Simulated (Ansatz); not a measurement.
# C2H7GeN: a ladder of functionals and wavefunction methods

The task here is to estimate one member of a computed series from the others.

The runs use Ansatz 0.2.0, Gaussian basis; functionals in def2-TZVPP, the program's frozen cores in correlated methods.

Plan: LDA (SPW92), PBE-D4, revPBE-D4, BLYP-D4, r2SCAN-D4, B97M-V, PBE0-D4, B3LYP-D4, r2SCANh-D4, r2SCAN0-D4, HSE06-D4, BHLYP-D4, CAM-B3LYP-D4, LC-ωPBE, ωB97X-V, ωB97M-V, B2PLYP, PBE-QIDH; CCSD(T)/def2-SVP; CCSD(T)/def2-TZVPP; MP2/def2-QZVPP; extrapolation to the limit; RPA on PBE.

### Structure used throughout

An earlier PBE0-D4 in a triple-zeta def2 set relaxation fixed the geometry.

11 atoms, charge 0, spin multiplicity 1.

Atoms are counted from 1 here; the program's logs count them from 0.

Bond lengths: C1–N2 1.445 Å, C1–H5 1.098 Å, C1–H6 1.098 Å, C1–H7 1.091 Å, N2–C3 1.443 Å, N2–Ge4 1.823 Å, C3–H8 1.088 Å, C3–H9 1.098 Å, C3–H10 1.098 Å, Ge4–H11 1.602 Å. Angles: N2–C1–H5 111.1°, N2–C1–H6 111.1°, N2–C1–H7 110.4°, H5–C1–H6 107.4°, H5–C1–H7 108.3°, H6–C1–H7 108.3°, C1–N2–C3 112.4°, C1–N2–Ge4 119.9°, C3–N2–Ge4 127.7°, N2–C3–H8 110.3°, N2–C3–H9 110.9°, N2–C3–H10 110.9°, H8–C3–H9 108.7°, H8–C3–H10 108.7°, H9–C3–H10 107.2°, N2–Ge4–H11 93.2°.

Set-up of the first run:

Input file in.yaml:

```yaml
crystal:
  periodic: [false, false, false]
  atoms:
    - {symbol: C, position_ang: [-0.346093, 1.300431, -0.339492]}
    - {symbol: N, position_ang: [-0.298354, -0.134641, -0.176277]}
    - {symbol: C, position_ang: [0.851545, -0.563699, 0.583445]}
    - {symbol: Ge, position_ang: [-1.607732, -1.175489, -0.901711]}
    - {symbol: H, position_ang: [0.547769, 1.669747, -0.858962]}
    - {symbol: H, position_ang: [-0.393201, 1.808021, 0.632819]}
    - {symbol: H, position_ang: [-1.223998, 1.589179, -0.920050]}
    - {symbol: H, position_ang: [0.849605, -1.646676, 0.691945]}
    - {symbol: H, position_ang: [0.852727, -0.109344, 1.583408]}
    - {symbol: H, position_ang: [1.784235, -0.260957, 0.088611]}
    - {symbol: H, position_ang: [-0.951003, -2.533572, -0.363035]}
basis:
  gaussian: {orbitals: def2-TZVPP}
hamiltonian: {xc: lda}
output: {orbitals: {seedname: orbitals}}
```

The run is started by

```
> ansatz run in.yaml --threads 4 --pin off --events-out ev --progress --plain --max-ram 10444MiB
```

Steps of the session up to this table: LDA; PBE-D4 (GGA); revPBE-D4 (GGA); BLYP-D4 (GGA); r2SCAN-D4 (meta-GGA); B97M-V (meta-GGA); B3LYP-D4 (hybrid); r2SCANh-D4 (hybrid); r2SCAN0-D4 (hybrid); HSE06-D4 (hybrid); BHLYP-D4 (hybrid); CAM-B3LYP-D4 (range-separated); LC-ωPBE (range-separated); ωB97X-V (range-separated); ωB97M-V (range-separated); B2PLYP (double hybrid); PBE-QIDH (double hybrid).

One table of the session follows, with a row left open; its other results are not shown here.

It belongs to the step «Frontier levels by functional». 

| functional | HOMO (eV) | LUMO (eV) | gap (eV) |
| --- | --- | --- | --- |
| LDA (SPW92) | -5.44 | -2.54 | 2.90 |
| PBE-D4 | ? | ? | ? |
| revPBE-D4 | -5.29 | -2.26 | 3.03 |
| BLYP-D4 | -5.23 | -2.24 | 2.99 |
| r2SCAN-D4 | -5.59 | -2.27 | 3.32 |
| B97M-V | -5.64 | -2.25 | 3.39 |
| PBE0-D4 | -6.42 | -1.58 | 4.84 |
| B3LYP-D4 | -6.25 | -1.79 | 4.46 |
| r2SCANh-D4 | -5.99 | -1.98 | 4.01 |
| r2SCAN0-D4 | -6.59 | -1.55 | 5.04 |
| HSE06-D4 | -6.02 | -1.96 | 4.07 |
| BHLYP-D4 | -7.41 | -0.75 | 6.66 |
| CAM-B3LYP-D4 | -7.73 | -0.56 | 7.17 |
| LC-ωPBE | -9.02 | 0.54 | 9.56 |
| ωB97X-V | -8.71 | 0.44 | 9.15 |
| ωB97M-V | -8.60 | 0.33 | 8.93 |

Q: Estimate the row for PBE-D4 from the others.

**Answer.** HOMO (eV): -5.33; LUMO (eV): -2.34; gap (eV): 2.99. In the column «HOMO (eV)» it lies between LDA (SPW92) (-5.44) and revPBE-D4 (-5.29).
